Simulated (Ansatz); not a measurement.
# F2H5NSi: the cost of one run

Program: Ansatz 0.2.0. Level of theory: RHF/def2-SVP. These are calculated values, not measurements.

### 1 The starting structure

Bond lengths: Si1–F2 1.940 Å, Si1–H3 1.460 Å, Si1–H4 1.459 Å, Si1–F5 1.589 Å, Si1–N6 2.120 Å, N6–H7 1.060 Å, N6–H8 1.060 Å. Angles: F2–Si1–H3 109.5°, F2–Si1–H4 109.5°, F2–Si1–F5 109.5°, F2–Si1–N6 71.6°, H3–Si1–H4 109.5°, H3–Si1–F5 109.5°, H3–Si1–N6 178.9°, H4–Si1–F5 109.5°, H4–Si1–N6 70.0°, F5–Si1–N6 70.0°, Si1–N6–H7 120.0°, Si1–N6–H8 120.0°, H7–N6–H8 120.0°.

Structure file:

```xyz
9

Si    0.0000    0.0000    0.0000
F     0.0000    0.0000    1.9400
H     1.3768    0.0000   -0.4862
H    -0.6877    1.1914   -0.4862
F    -0.7489   -1.2974   -0.5295
N    -2.0118    0.0000    0.6685
H    -2.7319   -0.6071    0.1822
H    -2.2977    0.6071    1.4890
H    -1.1911    0.0000    1.7191
```

### 2 A restrained relaxation towards end A

Springs on the bonds that form and break draw the guess towards this end; the thresholds are loose.

input.yaml reads:

```yaml
crystal:
  periodic: [false, false, false]
  atoms:
    - { symbol: Si, position_ang: [0.0, 0.0, 0.0] }
    - { symbol: F, position_ang: [0.0, 0.0, 1.94] }
    - { symbol: H, position_ang: [1.3768, 0.0, -0.4862] }
    - { symbol: H, position_ang: [-0.6877, 1.1914, -0.4862] }
    - { symbol: F, position_ang: [-0.7489, -1.2974, -0.5295] }
    - { symbol: "N", position_ang: [-2.0118, 0.0, 0.6685] }
    - { symbol: H, position_ang: [-2.7319, -0.6071, 0.1822] }
    - { symbol: H, position_ang: [-2.2977, 0.6071, 1.489] }
    - { symbol: H, position_ang: [-1.1911, 0.0, 1.7191] }
basis:
  gaussian: { orbitals: def2-SVP }
hamiltonian:
  xc: hf
relax:
  f_tol: 0.15
  max_steps: 25
  restrain:
    - { distance: [0, 5], at: 3.02, k: 30.0 }
    - { distance: [8, 1], at: 2.12, k: 30.0 }
    - { distance: [0, 1], at: 1.59, k: 30.0 }
    - { distance: [8, 5], at: 1.06, k: 30.0 }
output:
  orbitals: {}
```

Run with:

```console
$ ansatz run input.yaml --threads 1 --pin off --max-ram 2048MiB --backend cpu --events-out ev --progress --plain --runs-dir out
```

**Question.** How long does this run take on 1 thread of Arm Neoverse V1, shared host, and how much memory does it need?

About 13 s, with a peak of 0.15 GiB.
